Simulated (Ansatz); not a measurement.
# Cl3Ga: the cost of one run

The runs use Ansatz 0.2.0, Gaussian basis; PBE0-D4/def2-TZVP structures, single points in def2-TZVPP, no counterpoise correction.

Levels: SPW92, PBE-D4, BLYP-D4, r2SCAN-D4, B97M-V, PBE0-D4, B3LYP-D4, r2SCAN0-D4, BHLYP-D4, CAM-B3LYP-D4, wB97X-V, wB97M-V, B2PLYP, PBE-QIDH, RPA on PBE, Hartree-Fock, MP2, CCSD, CCSD(T).

Cores are frozen in the correlated methods. Filled d shells of the heavier atoms are correlated. B3LYP uses VWN-RPA correlation. B2PLYP carries no dispersion term here.

94 further runs of the same task are left out: 94 set aside as unsound or not needed. Runs told in other sessions of the task aren't counted.

**1. The system as given**

The complex: 9 atoms, charge 0, spin multiplicity 1.

Atoms are counted from 1 here; the program's logs count them from 0.

Bond lengths: Ga1–Cl2 2.126 Å, Ga1–Cl3 2.131 Å, Ga1–Cl4 2.131 Å, H5–Si6 1.515 Å, Si6–H7 1.479 Å, Si6–H8 1.476 Å, Si6–H9 1.479 Å. Angles: Cl2–Ga1–Cl3 119.2°, Cl2–Ga1–Cl4 119.2°, Cl3–Ga1–Cl4 118.8°, H5–Si6–H7 105.3°, H5–Si6–H8 108.4°, H5–Si6–H9 105.1°, H7–Si6–H8 112.5°, H7–Si6–H9 112.4°, H8–Si6–H9 112.5°.

As a file:

```
Ga   -0.83110   -0.00853   -1.48635
Cl    0.15427    1.14481   -2.97581
Cl   -0.57800   -2.12453   -1.47566
Cl   -2.49590    0.83134   -0.45529
H     0.58062    0.43256   -0.11578
Si    0.74793    0.01064    1.33005
H     2.02882   -0.72785    1.37516
H    -0.40409   -0.83263    1.70567
H     0.79754    1.27419    2.09799
```

Its parts: GaCl3 holds atoms 1, 2, 3, 4; SiH4 holds atoms 5, 6, 7, 8, 9. Each part counts its atoms afresh in its own runs.

**2. Relaxing GaCl3 alone**

File relax-a/in.yaml:

```yaml
crystal:
  periodic: [false, false, false]
  atoms:
    - {symbol: Ga, position_ang: [-0.831097, -0.008531, -1.486345]}
    - {symbol: Cl, position_ang: [0.154271, 1.144805, -2.975809]}
    - {symbol: Cl, position_ang: [-0.578003, -2.124525, -1.475656]}
    - {symbol: Cl, position_ang: [-2.495902, 0.831340, -0.455287]}
basis:
  gaussian: {orbitals: def2-TZVP}
hamiltonian: {xc: pbe0, dispersion: d4}
relax: {f_tol: 0.005, max_steps: 200}
```

Launch:

```
$ ansatz run in.yaml --threads 8 --pin off --events-out ev --progress --plain --max-ram 19148MiB
```

**Question.** How long does this run take on 8 threads of Arm Neoverse V1, shared host?

About 6.5 s.
